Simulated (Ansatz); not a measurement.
# ZrNH₂+ (triplet): the correlation ladder, def2-SVP

The task here is to estimate one member of a computed series from the others.

Computed with Ansatz 0.2.0, Gaussian basis. Level: def2-SVP, core rule «outside noble gas», up to 5 orbitals frozen.

To be run: UHF; CCSD(T) on ROHF; CCSD(T) on UHF; CISD as a restricted active space (open shells left free, so some higher excitations enter); CCSDT(Q) on ROHF; CCSDT(Q) on UHF.

27 further runs of the same task are left out: 10 for a known fault of the program, 9 that didn't finish, 8 set aside as unsound or not needed. Runs told in other sessions of the task aren't counted.

**The system**

The geometry is a PBE0/def2-TZVP stationary point (not a proven minimum) of the parent state, kept for this charge and spin. No spin-orbit coupling is included. Elements past krypton take def2 core potentials.

4 atoms, charge 1, spin multiplicity 3.

Atoms are counted from 1 here; the program's logs count them from 0.

Bond lengths: Zr1–N2 2.019 Å, N2–H3 1.014 Å, N2–H4 1.014 Å. Angles: Zr1–N2–H3 125.6°, Zr1–N2–H4 125.6°, H3–N2–H4 108.4°.

Set-up of the first run:

Contents of in.yaml:

```yaml
crystal:
  periodic: [false, false, false]
  atoms:
    - {symbol: Zr, position_ang: [-0.001367, 0.000000, 0.312699]}
    - {symbol: N, position_ang: [0.015231, 0.000000, -1.706085]}
    - {symbol: H, position_ang: [-0.043974, -0.822604, -2.296305]}
    - {symbol: H, position_ang: [-0.043974, 0.822604, -2.296305]}
basis:
  gaussian: {orbitals: def2-SVP}
total_charge: 1
magnetization: {spin_polarized: true, initial_magnetization: 2}
hamiltonian: {xc: hf}
output: {orbitals: {seedname: orbitals}}
```

On the command line:

```
> ansatz run in.yaml --threads 1 --pin off --events-out ev --progress --plain --max-ram 2393MiB
```

Among the steps run: UHF; CCSD(T) on ROHF; CCSD(T) on UHF; CISD as a restricted active space (open shells left free, so some higher excitations enter); CCSDT(Q) on ROHF; CCSDT(Q) on UHF.

One table of the session follows, with a row left open; its other results are not shown here.

```
   method  from RCCSDT(Q) (meV)
     ROHF               +6486.3
      UHF                     ?
     RMP2                +607.6
     UMP2                +535.8
    RCCSD                +273.0
    UCCSD                +204.9
 RCCSD(T)                 +31.9
 UCCSD(T)                 -33.1
   RCCSDT                 +16.2
   UCCSDT                 -50.1
RCCSDT(Q)                     0
UCCSDT(Q)                 -73.8
```

Q: Estimate the row for UHF from the others.

The run gave: from RCCSDT(Q) (meV): +6384.4. In the column «from RCCSDT(Q) (meV)» it lies between RMP2 (+607.6) and ROHF (+6486.3).

Not comparable, so not listed: CISD as a restricted active space (open shells left free, so some higher excitations enter) (they don't share determinant, frozen orbitals or solution with the rows shown, or repeat one).

Caveats from the session: Restricted and unrestricted rows rest on different reference determinants; a gap between their highest levels can come from leftover correlation error, from unlike frozen cores or from another state.
